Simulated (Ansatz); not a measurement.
This script for a short molecular-dynamics run of Hg, space group I4/mmm with Ansatz's Python interface holds a mistake.

`md_hg.py`:
```python
"""A few tens of MD steps for Hg."""

import ansatz as az
import matplotlib.pyplot as plt
import numpy as np

FUNCTIONAL = "pbesol"
VDW = "d3bjatm"
CUTOFF = 510
FILLING = "fermi_dirac"
SMEARING_WIDTH = 0.1
SCF_TOL = 1e-08
N_STEPS = 15
TEMPERATURE_K = 2000

system = (
    az.Lattice.of((-1.876736, 1.876736, 1.916845), (1.876736, -1.876736, 1.916845), (1.876736, 1.876736, -1.916845))
    .atom("Hg", (0.5, 0.5, 0.0))
)

# a small cell and a short run: a test of the set-up, no statistics
calc = system.supercell(2).calculation()
calc = calc.functional(FUNCTIONAL, dispersion=VDW)
calc = calc.basis(CUTOFF)
calc = calc.kpoints(2)
calc = calc.occupations(FILLING, width=SMEARING_WIDTH)
calc = calc.scf(tolerance=SCF_TOL)
calc = calc.md("nve", timestep=0.002, steps=N_STEPS, temperature=TEMPERATURE_K, initial_velocities="maxwell_boltzmann", seed=866)
steps = []


def collect(event):
    if event["event"] == "md_step":
        steps.append(event["data"])


done = calc.session().plan().execute(on_event=collect)
r = done.report

for s in steps[::2]:
    print("%3d %7.1f fs  total %.4f eV  T %6.1f K" % (s["step"], s["time_fs"], s["lagrangian_ev"] + s["e_kin_ev"], s["temperature_k"]))

temperature = np.array([s["temperature_k"] for s in steps])
print(f"mean temperature of the second half {temperature[len(steps) // 2 :].mean():.1f} K")

time = [s["time_fs"] for s in steps]
fig, ax = plt.subplots(figsize=(5, 3))
ax.plot(time, [s["lagrangian_ev"] - steps[0]["lagrangian_ev"] for s in steps], label="potential")
ax.plot(time, [s["e_kin_ev"] for s in steps], label="kinetic")
ax.set(xlabel="time (fs)", ylabel="energy (eV)")
ax.legend()
fig.tight_layout()
fig.savefig("md.png", dpi=100)

with open("trajectory.xyz", "w") as handle:
    for s in steps[::5]:
        handle.write(f"{len(s['positions_ang'])}\nt = {s['time_fs']} fs\n")
        for site, xyz in zip(done.lattice.sites, s["positions_ang"]):
            handle.write("{} {:.4f} {:.4f} {:.4f}\n".format(site.symbol, *xyz))
```

Running `python md_hg.py` prints:
```text
DeckWarning: md: disabling space-group detection — thermal motion breaks the input geometry's symmetry, so no spatial operation reduces the k-mesh or symmetrises the density; time reversal is kept, [...]
  0     0.0 fs  total -109344.3384 eV  T 2000.0 K
  2     0.0 fs  total -109344.3384 eV  T 2000.0 K
  4     0.0 fs  total -109344.3384 eV  T 2000.0 K
  6     0.0 fs  total -109344.3384 eV  T 2000.0 K
  8     0.0 fs  total -109344.3384 eV  T 2000.0 K
 10     0.0 fs  total -109344.3384 eV  T 2000.0 K
 12     0.0 fs  total -109344.3384 eV  T 2000.0 K
 14     0.0 fs  total -109344.3384 eV  T 2000.0 K
mean temperature of the second half 2000.0 K
```
(Warnings from the package without file and line, shortened.)

The script ran to its end, but the result can't be trusted. Why?

The fault: picoseconds as femtoseconds. The correction:

```diff
--- before
+++ after
@@ -27,3 +27,3 @@
 calc = calc.scf(tolerance=SCF_TOL)
-calc = calc.md("nve", timestep=0.002, steps=N_STEPS, temperature=TEMPERATURE_K, initial_velocities="maxwell_boltzmann", seed=866)
+calc = calc.md("nve", timestep=1.0 * az.fs, steps=N_STEPS, temperature=TEMPERATURE_K, initial_velocities="maxwell_boltzmann", seed=866)
 steps = []
```

The mended script runs so:

Output of `python md_hg.py`:
```text
DeckWarning: md: disabling space-group detection — thermal motion breaks the input geometry's symmetry, so no spatial operation reduces the k-mesh or symmetrises the density; time reversal is kept, so that k and −k are solved as one point where they differ and the mesh holds both, and exact exchange and, on two spinor components, a DFT+U term hold to it where the run has them: on two components no moment then forms, and a state that bears one, which a typed moment (crystal.atoms[].spin; refused [...]
  0     0.0 fs  total -109344.3384 eV  T 2000.0 K
  2     2.0 fs  total -109344.3384 eV  T 1999.7 K
  4     4.0 fs  total -109344.3384 eV  T 1998.8 K
  6     6.0 fs  total -109344.3384 eV  T 1997.4 K
  8     8.0 fs  total -109344.3384 eV  T 1995.4 K
 10    10.0 fs  total -109344.3384 eV  T 1992.9 K
 12    12.0 fs  total -109344.3384 eV  T 1989.8 K
 14    14.0 fs  total -109344.3384 eV  T 1986.3 K
mean temperature of the second half 1990.3 K
```
(Warnings from the package without file and line, shortened.)

`trajectory.xyz`, as written:
```text
8
t = 0.0 fs
Hg 0.0000 0.0000 1.9168
Hg 1.8767 1.8767 0.0000
Hg 1.8767 -1.8767 3.8337
Hg 3.7535 0.0000 1.9168
Hg -1.8767 1.8767 3.8337
Hg 0.0000 3.7535 1.9168
Hg 0.0000 0.0000 5.7505
Hg 1.8767 1.8767 3.8337
8
t = 5.0 fs
Hg -0.0122 -0.0040 1.9217
Hg 1.8915 1.8854 -0.0127
Hg 1.8930 -1.8855 3.8116
Hg 3.7501 0.0056 1.9491
Hg -1.8646 1.8812 3.8195
Hg -0.0163 3.7358 1.9038
Hg 0.0008 0.0107 5.7701
Hg 1.8646 1.8778 3.8391
8
t = 10.0 fs
Hg -0.0243 -0.0080 1.9266
Hg 1.9063 1.8940 -0.0255
Hg 1.9093 -1.8943 3.7895
Hg 3.7466 0.0113 1.9814
Hg -1.8524 1.8856 3.8053
Hg -0.0326 3.7182 1.8908
Hg 0.0015 0.0213 5.7896
Hg 1.8525 1.8788 3.8445
8
t = 15.0 fs
Hg -0.0364 -0.0120 1.9315
Hg 1.9211 1.9026 -0.0381
Hg 1.9256 -1.9030 3.7674
Hg 3.7432 0.0170 2.0135
Hg -1.8403 1.8901 3.7912
Hg -0.0489 3.7006 1.8778
Hg 0.0023 0.0320 5.8090
Hg 1.8403 1.8799 3.8499
```

What to keep in mind:
- Absolute energies stand on the zero of these potentials, so only differences at equal settings mean something. A total without «per atom» is that of the cell as typed.
- Dispersion corrections can be off by several per cent in the lattices of metals, and by several GPa in the pressure at a fixed cell.
- For a metal this mesh is far too coarse, so the numbers only illustrate the procedure.
- Spin-orbit coupling, which matters for elements this heavy, is left out.
- This isn't the structure that Hg takes at ambient conditions.
- A small cell, a coarse mesh and a very short run: it shows the set-up and gives no equilibrium averages.
- Finished in 76 s on 1 thread of Arm Neoverse V2, with other jobs on the host, peak memory 0.78 GiB.
